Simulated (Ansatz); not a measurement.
# Al: the cost of one run

Computed with Ansatz 0.2.0 (DFT PBEsol, scalar-relativistic, plane waves, PAW, unless a step's input says otherwise).

1 further run of the same task is left out (set aside as unsound or not needed). Runs told in other sessions of the task aren't counted.

## (1) The system as given

The structure is hexagonal, space group P6_3/mmc (No. 194). The conventional cell has a = 2.836 Å, b = 2.836 Å, c = 9.322 Å, α = 90.00°, β = 90.00°, γ = 120.00°. Around Al (site symmetry -3m) lie 12 Al at 2.84 to 2.85 Å. Al (site symmetry -6m2) has 12 Al at 2.84 to 2.85 Å in its first shell of neighbours.

As a file:

```
CELL_PARAMETERS angstrom
2.83628 0.00000 0.00000
-1.41814 2.45629 0.00000
0.00000 0.00000 9.32215
ATOMIC_POSITIONS crystal
Al 0.00000 0.00000 0.00000
Al 0.33333 0.66667 0.25000
Al 0.00000 0.00000 0.50000
Al 0.66667 0.33333 0.75000
```

It goes back to an entry of the Materials Project, which need not be the stable form.

This cell was relaxed beforehand with the same method: volume 16.24 Å³/atom, gap on the mesh none (metal).

## (2) The undisturbed cell

input.yaml reads:

```yaml
crystal:
  lattice:
    - [2.8362844918, 0.0, 0.0]
    - [-1.4181422459, 2.4562944222, 0.0]
    - [0.0, 0.0, 9.3221494563]
  atoms:
    - { symbol: Al, position: [0.0, 0.0, 0.0] }
    - { symbol: Al, position: [0.3333333333, 0.6666666667, 0.25] }
    - { symbol: Al, position: [0.0, 0.0, 0.5] }
    - { symbol: Al, position: [0.6666666667, 0.3333333333, 0.75] }
basis:
  ecutwfc: 420
kpoints:
  mp_grid: { grid: [24, 24, 6] }
hamiltonian:
  xc: pbesol
scf:
  occupations: { method: gaussian, width: 0.15 }
output:
  forces: true
  stress: true
  eigenvalues: true
  write_density: true
  write_potential: true
  elf: true
  volumetric_format: npy
```

Started as:

```bash
$ ansatz run input.yaml --threads 1 --pin off --max-ram 2560MiB --backend cpu --events-out ev --progress --plain --runs-dir out
```

What time and memory should one allow on 1 thread of Intel Xeon at 2.50GHz (Skylake/Cascade Lake), shared host?

About 30 s, with a peak of 0.49 GiB.
